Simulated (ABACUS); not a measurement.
Here is an ABACUS 3.10.1 calculation.

Contents of run_abacus.py:

```python
"""ABACUS run from a structure file: ASE reads it, the script writes STRU, KPT and INPUT."""
import re
import subprocess
from ase.io import read
from ase.units import Bohr

atoms = read("NaTb2Sc2FeO9.xyz")
atoms = atoms[(-atoms.numbers).argsort(kind="stable")]  # ABACUS lists atoms element by element
pseudo = {'Tb': 'Tb.upf', 'Fe': 'Fe.upf', 'Sc': 'Sc.upf', 'Na': 'Na.upf', 'O': 'O.upf'}
orbital = {'Tb': 'Tb_confined-atom_8au_3s2p2d1f.orb', 'Fe': 'Fe_confined-atom_7au_3s2p2d1f.orb', 'Sc': 'Sc_confined-atom_8au_3s2p2d1f.orb', 'Na': 'Na_confined-atom_9au_3s2p1d.orb', 'O': 'O_confined-atom_6au_2s2p1d.orb'}
magmoms = [0.0, 0.0, 3.0, 0.0, 0.0, 0.0, 0.0, 0.0, 0.0, 0.0, 0.0, 0.0, 0.0, 0.0, 0.0]
kmesh = [4, 4, 3]
params = {
    'suffix': 'NaTb2Sc2FeO9',
    'calculation': 'relax',
    'basis_type': 'lcao',
    'pseudo_dir': './',
    'orbital_dir': './',
    'symmetry': 1,
    'dft_functional': 'pbe',
    'ecutwfc': 100,
    'pseudo_rcut': 10,
    'nspin': 2,
    'nbands': 77,
    'ks_solver': 'genelpa',
    'smearing_method': 'fd',
    'smearing_sigma': 0.00367493,
    'scf_thr': 1e-07,
    'scf_nmax': 100,
    'mixing_type': 'broyden',
    'mixing_beta': 0.4,
    'cal_force': 1,
    'cal_stress': 1,
    'out_mul': 1,
    'relax_nmax': 60,
    'force_thr_ev': 0.005,
    'relax_method': 'cg',
    'out_stru': 1,
}

symbols = atoms.get_chemical_symbols()
elements = list(dict.fromkeys(symbols))
lines = ["ATOMIC_SPECIES"] + [f"{e} {atoms.get_masses()[symbols.index(e)]:.4f} {pseudo[e]}" for e in elements]
if orbital:
    lines += ["", "NUMERICAL_ORBITAL"] + [orbital[e] for e in elements]
lines += ["", "LATTICE_CONSTANT", f"{1 / Bohr:.10f}", "", "LATTICE_VECTORS"]
lines += [" ".join(f"{x:.10f}" for x in v) for v in atoms.cell]
lines += ["", "ATOMIC_POSITIONS", "Direct"]
for e in elements:
    lines += ["", e, "0.0", str(symbols.count(e))]
    for i, p in enumerate(atoms.get_scaled_positions(wrap=False)):
        if symbols[i] == e:
            mag = "" if magmoms is None else " mag " + " ".join(str(x) for x in (magmoms[i] if isinstance(magmoms[i], list) else [magmoms[i]]))
            lines.append(" ".join(f"{x:.10f}" for x in p) + " 1 1 1" + mag)
open("STRU", "w").write("\n".join(lines) + "\n")
open("KPT", "w").write("K_POINTS\n0\nGamma\n%d %d %d 0 0 0\n" % tuple(kmesh))
open("INPUT", "w").write("INPUT_PARAMETERS\n" + "".join(f"{k:<20s}{v}\n" for k, v in params.items()))

done = subprocess.run(['mpirun', '-np', '8', 'abacus'])
if done.returncode:
    raise SystemExit(done.returncode)
log = open("OUT.NaTb2Sc2FeO9/running_relax.log").read()
print("final energy (eV):", re.findall(r"FINAL_ETOT_IS (\S+)", log))
```

NaTb2Sc2FeO9.xyz

```xyz
15
Lattice="5.4260099270 0.0004397660 -0.0005134447 2.6343897287 4.7512891299 -0.0007334028 0.0033652000 0.0107912000 6.6157200000" Properties=species:S:1:pos:R:3 pbc="T T T"
Na     2.6686225877      4.6801554305      0.0205070722
Tb     5.6545215727      3.2087548529      2.2068704112
Tb     2.9014664999      1.8997665762      4.1089534040
Sc     5.3703134752      3.0953411739      5.6547582332
Sc     2.6675008129      1.6239012103      0.9638235319
Fe     0.1109366152      0.0925559076      3.3180951494
O      6.8408165018      3.6799712137      4.1604649997
O      1.3966746345      1.1330508494      2.6189165041
O      2.6031589026      3.5143087553      2.0458367028
O      4.1661721861      3.7910611337      3.9500621803
O      4.1904335422      1.1602032962      2.4652969741
O      5.3847648284      4.4883402535      0.4008720739
O      6.2315332996      2.0430306930      0.4013057523
O      3.4801110226      2.4656781214      6.0674914720
O      5.4119804108      1.2074148372      4.6095303659
```

Potentials or basis: PseudoDojo NC SR 0.4.1 PBE standard, lanthanides 3+ (f in core), DZP LCAO (the cutoffs set its grid).

The run is started by

```bash
$ OMP_NUM_THREADS=1 python run_abacus.py > log
```

Q: Predict the band gap on the k mesh.

A: 0.68 eV, direct.

Q: What does it give for the absolute moment?

A: 3.22 μB per cell.

Q: Estimate the Mulliken charges.

A: Tb +1.72, +1.64; Fe +0.01; Sc +0.47; Na +0.92; O -0.59, -0.49, -0.55, -0.67, -0.65 e.

Q: What does it give for the site moments?

A: Tb +0.00, +0.01; Fe +2.45; Sc +0.01, +0.00; Na -0.00; O +0.02, +0.08, +0.12, +0.03, +0.01, +0.04, +0.20 μB.

Forces on the atoms (eV/Å):
```
Tb   0.000 -0.003 -0.002
Tb   0.002  0.002  0.000
Fe   0.000 -0.001  0.000
Sc   0.002  0.001  0.000
Sc  -0.001  0.000  0.000
Na  -0.005  0.001  0.000
O    0.001  0.001  0.001
O    0.000  0.000  0.000
O   -0.004 -0.002  0.004
O    0.003  0.000 -0.002
O   -0.001  0.001  0.001
O    0.004  0.001  0.000
O    0.001 -0.003 -0.002
O    0.001  0.001  0.003
O   -0.002  0.000 -0.004
```

Caveat: the atomic orbitals were generated for these runs and aren't a published set; the magnetic or orbital state may not be the lowest; spin-orbit coupling is left out, which moves the levels of the heavy elements; an odd mesh through Γ misses points on the zone boundary, where band edges often lie; the 4f electrons are frozen in the core as for a trivalent ion, so they carry no moment and show no levels; the basis of atomic orbitals isn't converged, which shifts pressures, moduli and gaps; a cell with one magnetic atom can't hold antiferromagnetic order, which such compounds often take.
